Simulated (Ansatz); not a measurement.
# CH₇BSi₂: a ladder of functionals and wavefunction methods

An exercise on one series of results from a longer session: the logs are not shown, and one member is left open.

Method: functionals in def2-TZVPP, the program's frozen cores in correlated methods; program: Ansatz 0.2.0, Gaussian basis.

Levels to be run: LDA (SPW92), PBE-D4, revPBE-D4, BLYP-D4, r2SCAN-D4, B97M-V, PBE0-D4, B3LYP-D4, r2SCANh-D4, r2SCAN0-D4, HSE06-D4, BHLYP-D4, CAM-B3LYP-D4, LC-ωPBE, ωB97X-V, ωB97M-V, B2PLYP, PBE-QIDH; CCSD(T)/def2-SVP; CCSD(T)/def2-TZVPP; RPA on PBE.

1 further run of the same task is left out (it didn't finish).

### The relaxed structure

An earlier PBE0-D4 in a triple-zeta def2 set relaxation fixed the geometry.

SMILES `B[SiH]1C[SiH2]1`, 11 atoms, charge 0, spin multiplicity 1.

Atoms are counted from 1 here; the program's logs count them from 0.

Bond lengths: B1–Si2 1.925 Å, B1–H5 1.202 Å, B1–H6 1.196 Å, Si2–C3 1.869 Å, Si2–Si4 2.390 Å, Si2–H7 1.496 Å, C3–Si4 1.913 Å, C3–H8 1.089 Å, C3–H9 1.087 Å, Si4–H10 1.483 Å, Si4–H11 1.479 Å. Angles: Si2–B1–H5 119.3°, Si2–B1–H6 116.9°, H5–B1–H6 118.7°, B1–Si2–C3 104.4°, B1–Si2–Si4 59.8°, B1–Si2–H7 121.0°, C3–Si2–Si4 51.6°, C3–Si2–H7 109.4°, Si4–Si2–H7 110.2°, Si2–C3–Si4 78.4°, Si2–C3–H8 115.3°, Si2–C3–H9 118.6°, Si4–C3–H8 110.3°, Si4–C3–H9 119.0°, H8–C3–H9 111.5°, Si2–Si4–C3 50.0°, Si2–Si4–H10 112.7°, Si2–Si4–H11 135.5° and more.

The first run:

Contents of in.yaml:

```yaml
crystal:
  periodic: [false, false, false]
  atoms:
    - {symbol: B, position_ang: [-0.958791, 1.193811, -0.547940]}
    - {symbol: Si, position_ang: [0.152193, 0.916877, 0.999135]}
    - {symbol: C, position_ang: [0.399092, -0.934744, 1.069076]}
    - {symbol: Si, position_ang: [0.201085, -0.643608, -0.811081]}
    - {symbol: H, position_ang: [-2.018427, 0.630092, -0.620297]}
    - {symbol: H, position_ang: [-0.814062, 2.222001, -1.141106]}
    - {symbol: H, position_ang: [1.477026, 1.600670, 1.128583]}
    - {symbol: H, position_ang: [-0.447301, -1.502337, 1.454383]}
    - {symbol: H, position_ang: [1.342615, -1.319541, 1.446422]}
    - {symbol: H, position_ang: [1.507742, -0.664862, -1.511834]}
    - {symbol: H, position_ang: [-0.775771, -1.555259, -1.444742]}
basis:
  gaussian: {orbitals: def2-TZVPP}
hamiltonian: {xc: lda}
output: {orbitals: {seedname: orbitals}}
```

Run with:

```console
ansatz run in.yaml --threads 2 --pin off --events-out ev --progress --plain --max-ram 4352MiB
```

Among the steps run: LDA; PBE-D4 (GGA); revPBE-D4 (GGA); BLYP-D4 (GGA); r2SCAN-D4 (meta-GGA); B97M-V (meta-GGA); PBE0-D4 (hybrid); B3LYP-D4 (hybrid); r2SCANh-D4 (hybrid); r2SCAN0-D4 (hybrid); HSE06-D4 (hybrid); BHLYP-D4 (hybrid); CAM-B3LYP-D4 (range-separated); LC-ωPBE (range-separated); ωB97X-V (range-separated); ωB97M-V (range-separated); B2PLYP (double hybrid); PBE-QIDH (double hybrid).

One table of the session follows, with a row left open; its other results are not shown here.

It belongs to the step «Frontier levels by functional». 

| functional | HOMO (eV) | LUMO (eV) | gap (eV) |
| --- | --- | --- | --- |
| LDA (SPW92) | -6.28 | -3.26 | 3.03 |
| PBE-D4 | ? | ? | ? |
| revPBE-D4 | -6.10 | -3.04 | 3.06 |
| BLYP-D4 | -5.97 | -2.95 | 3.02 |
| r2SCAN-D4 | -6.31 | -2.98 | 3.33 |
| B97M-V | -6.38 | -3.04 | 3.35 |
| PBE0-D4 | -7.06 | -2.35 | 4.71 |
| B3LYP-D4 | -6.85 | -2.51 | 4.34 |
| r2SCANh-D4 | -6.65 | -2.70 | 3.95 |
| r2SCAN0-D4 | -7.16 | -2.28 | 4.88 |
| HSE06-D4 | -6.67 | -2.72 | 3.95 |
| BHLYP-D4 | -7.79 | -1.46 | 6.33 |
| CAM-B3LYP-D4 | -8.18 | -1.32 | 6.87 |
| LC-ωPBE | -9.42 | -0.34 | 9.09 |
| ωB97X-V | -9.12 | -0.38 | 8.74 |
| ωB97M-V | -8.99 | -0.53 | 8.46 |

Q: Estimate the row for PBE-D4 from the others.

The run gave: HOMO (eV): -6.15; LUMO (eV): -3.10; gap (eV): 3.05. In the column «HOMO (eV)» it lies between LDA (SPW92) (-6.28) and revPBE-D4 (-6.10).
